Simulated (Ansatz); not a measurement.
# Hf2NbF: the cost of one run

Program: Ansatz 0.2.0. Level of theory: DFT PBE, scalar-relativistic, plane waves, PAW. These are calculated values, not measurements.

1 further run of the same task is left out (set aside as unsound or not needed).

### Step 1. The system as given

It takes space group R-3m (No. 166, trigonal). Conventional cell: a = 4.955 Å, b = 4.955 Å, c = 11.032 Å, α = 90.00°, β = 90.00°, γ = 120.00°. Hf (site symmetry 3m) has 1 F at 1.58 Å as nearest neighbours. Nb (site symmetry -3m) has 6 Hf at 2.87 Å as nearest neighbours. Around F (site symmetry -3m) lie 2 Hf at 1.58 Å.

As a file:

```cif
data_structure
_symmetry_space_group_name_H-M 'R-3m:H'
_symmetry_Int_Tables_number 166
_cell_length_a 4.9553
_cell_length_b 4.9553
_cell_length_c 11.0316
_cell_angle_alpha 90.000
_cell_angle_beta 90.000
_cell_angle_gamma 120.000
_cell_volume 234.59
loop_
_atom_site_label
_atom_site_type_symbol
_atom_site_symmetry_multiplicity
_atom_site_Wyckoff_symbol
_atom_site_fract_x
_atom_site_fract_y
_atom_site_fract_z
_atom_site_occupancy
Hf1 Hf 6 c 0.33333 0.66667 0.52352 1
Nb1 Nb 3 b 0.33333 0.66667 0.16667 1
F1 F 3 a 0.00000 0.00000 0.00000 1
```

The cell is invented: random cell by space group and Wyckoff sites (R-3m, No. 166). Its size is a rough estimate.

### Step 2. Probe: one point on a coarse mesh

The input, input.yaml:

```yaml
crystal:
  lattice:
    - [2.47764529, 1.43046918, 3.6771956]
    - [-2.47764529, 1.43046918, 3.6771956]
    - [0.0, -2.86093835, 3.6771956]
  atoms:
    - { symbol: Hf, position: [0.85685684, 0.85685684, 0.85685684] }
    - { symbol: Hf, position: [0.14314316, 0.14314316, 0.14314316] }
    - { symbol: Nb, position: [0.5, 0.5, 0.5] }
    - { symbol: F, position: [0.0, 0.0, 0.0] }
basis:
  ecutwfc: 420
kpoints:
  mp_grid: { grid: [6, 6, 6] }
hamiltonian:
  xc: pbe
scf:
  occupations: { method: gaussian, width: 0.1 }
  lower_state_search: "off"
output:
  forces: true
  stress: true
  eigenvalues: true
```

On the command line:

```bash
$ ansatz run input.yaml --threads 1 --pin off --max-ram 2560MiB --backend cpu --events-out ev --progress --plain --runs-dir out
```

**Question.** How long does this run take on 1 thread of Arm Neoverse V1, shared host, and how much memory does it need?

About 7.5 s, with a peak of 0.4 GiB.
